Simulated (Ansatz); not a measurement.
Consider an equation of state with a fit of YbRh₃C, space group Pm-3m (Ansatz's Python interface).

`ybrh3c_eos.py`:
```python
"""Equation of state of YbRh3C."""

import ansatz as az
import numpy as np

vectors0 = np.array([
    [4.135533, 0.0, 0.0],
    [0.0, 4.135533, 0.0],
    [0.0, 0.0, 4.135533],
])
sites = [
    ("Yb", (0.0, 0.0, 0.0)),
    ("Rh", (0.0, 0.5, 0.5)),
    ("Rh", (0.5, 0.5, 0.0)),
    ("Rh", (0.5, 0.0, 0.5)),
    ("C", (0.5, 0.5, 0.5)),
]


def on_lattice(cell):
    crystal = az.Crystal(lattice=az.Lattice.of(cell))
    for symbol, position in sites:
        crystal = crystal.atom(symbol, position)
    return crystal


def main() -> None:
    # uniform scaling of the cell
    volumes, energies, pressures = [], [], []
    for scale in np.linspace(0.9, 1.1, 9):
        cell = vectors0 * scale ** (1 / 3)
        setup = (
            on_lattice(cell).calculation()
            .functional("PBEsol")
            .scf(tolerance=1e-09)
            .occupations("cold", width=0.1)
            .basis(500)
            .kpoints(6, 6, 6)
            .stress()
        )
        report = setup.run().report
        volumes.append(abs(np.linalg.det(cell)) / len(sites))
        energies.append(report["free_energy_ev"] / len(sites))
        pressures.append(np.trace(report["stress_gpa"]) / 3)
        print(f"V = {volumes[-1]:8.4f} A^3/atom  F = {energies[-1]:.5f} eV/atom  P = {pressures[-1]:8.3f} GPa")

    # third-order Birch-Murnaghan: a cubic in V^(-2/3)
    x = np.array(volumes) ** (-2 / 3)
    poly = np.polynomial.Polynomial.fit(x, energies, 3).convert()
    roots = poly.deriv().roots()
    x0 = min((r.real for r in roots if abs(r.imag) < 1e-9 and poly.deriv(2)(r.real) > 0), key=lambda r: abs(r - x.mean()))
    v0 = x0 ** -1.5
    b0 = 4 / 9 * poly.deriv(2)(x0) * v0 ** (-7 / 3) * 160.21766
    b1 = 4 + 2 / 3 * x0 * poly.deriv(3)(x0) / poly.deriv(2)(x0)
    print(f"V0 = {v0:.4f} A^3/atom, B0 = {b0:.1f} GPa, dB/dP = {b1:.2f}")


if __name__ == "__main__":
    main()
```

Where does the minimum lie against the volume typed, and how stiff is the crystal?

A third-order Birch-Murnaghan fit through the 9 points has its minimum at 13.81 Å³ an atom, 2.4 % below the typed cell, with a bulk modulus of 215 GPa and dB/dP = 4.8. From that minimum the energy rises by 66.5 meV an atom on the compressed side and 118.0 meV on the expanded side.

What the script printed:

```console
$ python ybrh3c_eos.py
DeckWarning: output.stress: scf.convergence.dr2_threshold = 1e-9 eV is looser than the 5e-10 eV advised for a printed stress (1e-10 eV for each atom of the cell: 5). What an SCF threshold leaves in a [...]
V =  12.7311 A^3/atom  F = -6588.17772 eV/atom  P =   21.296 GPa
V =  13.0848 A^3/atom  F = -6588.21563 eV/atom  P =   13.252 GPa
V =  13.4384 A^3/atom  F = -6588.23703 eV/atom  P =    6.308 GPa
V =  13.7921 A^3/atom  F = -6588.24417 eV/atom  P =    0.315 GPa
V =  14.1457 A^3/atom  F = -6588.23902 eV/atom  P =   -4.854 GPa
V =  14.4993 A^3/atom  F = -6588.22327 eV/atom  P =   -9.306 GPa
V =  14.8530 A^3/atom  F = -6588.19840 eV/atom  P =  -13.137 GPa
V =  15.2066 A^3/atom  F = -6588.16568 eV/atom  P =  -16.432 GPa
V =  15.5603 A^3/atom  F = -6588.12620 eV/atom  P =  -19.265 GPa
V0 = 13.8119 A^3/atom, B0 = 215.1 GPa, dB/dP = 4.80
```
(Warnings from the package without file and line, shortened.)

Absolute energies stand on the zero of these potentials, so only differences at equal settings mean something. Semilocal functionals put the nearly full 4f shell of Yb too close to the Fermi level. For a metal this k-point mesh is coarse: on a finer one energies can move by several to tens of meV an atom and pressures by half a GPa or more, differences at one mesh by less. Pressure is positive in compression. This cell is a computed structure, which may not be the phase found in nature. It ran for 56 s on 1 thread of Arm Neoverse V2 (shared host), peak memory 0.47 GiB.
